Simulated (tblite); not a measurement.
# C5H13AlO2S: the cost of one run

The runs use tblite 0.8.0 and PySCF 2.14.0, with density-fitted response routines of our own; the level of theory stands in each step. All values are computed, except where a source is named. Atoms count from 0, in the outputs and in this text.

### 1 The molecule as given

22 atoms, charge 0, multiplicity 1; geometry from: force field or distance geometry start.

Bonds of the start (Å): C0–S1 1.80, S1–O2 1.50, S1–C3 1.78, C3–C4 1.54, C4–C5 1.53, C5–C6 1.53, C6–O7 1.35, O7–Al8 1.77, O7–C3 1.35, C0–H9 1.12, C0–H10 1.10, C0–H11 1.12, C3–H12 1.10, C4–H13 1.10, C4–H14 1.08, C5–H15 1.10, C5–H16 1.10, C6–H17 1.12, C6–H18 1.10, Al8–H19 1.61, Al8–H20 1.60, Al8–H21 1.59.

### 2 Geometry optimisation with GFN2-xTB

The job: settings as JSON, then the geometry in Å.

```
{"job": {"kind": "relax", "xc": "GFN2-xTB", "basis": "xTB"}, "charge": 0, "multiplicity": 1}
C      2.690100     0.189200     0.288400
S      1.612900     0.166900    -1.155100
O      2.190200    -0.606100    -2.307300
C     -0.070500    -0.262300    -0.785300
C     -0.186000    -1.653700    -0.139100
C     -1.573500    -1.477800     0.474400
C     -1.373600    -0.074400     1.047300
O     -0.616900     0.563300     0.131900
Al    -0.988700     2.228600    -0.320400
H      3.084500    -0.839900     0.457600
H      3.520700     0.883500     0.070100
H      2.162900     0.558300     1.199200
H     -0.605900    -0.355400    -1.740900
H      0.529300    -1.736100     0.695900
H     -0.133800    -2.461900    -0.856400
H     -2.332200    -1.437500    -0.314200
H     -1.777600    -2.225100     1.253100
H     -0.745500    -0.238100     1.964100
H     -2.316200     0.399900     1.355900
H     -1.165900     3.095300     1.028900
H      0.301500     2.850400    -1.042900
H     -2.216100     2.452400    -1.306100
```

On the command line:

```console
$ OMP_NUM_THREADS=1 python probes_run.py task.json out
```

The driver reads the jobs from task.json and runs them one after another.

**Question.** How long does this first job take on 1 thread of Arm Neoverse V2, shared host, and how much memory does it need?

About 2.2 s, with a peak of 0.19 GiB.
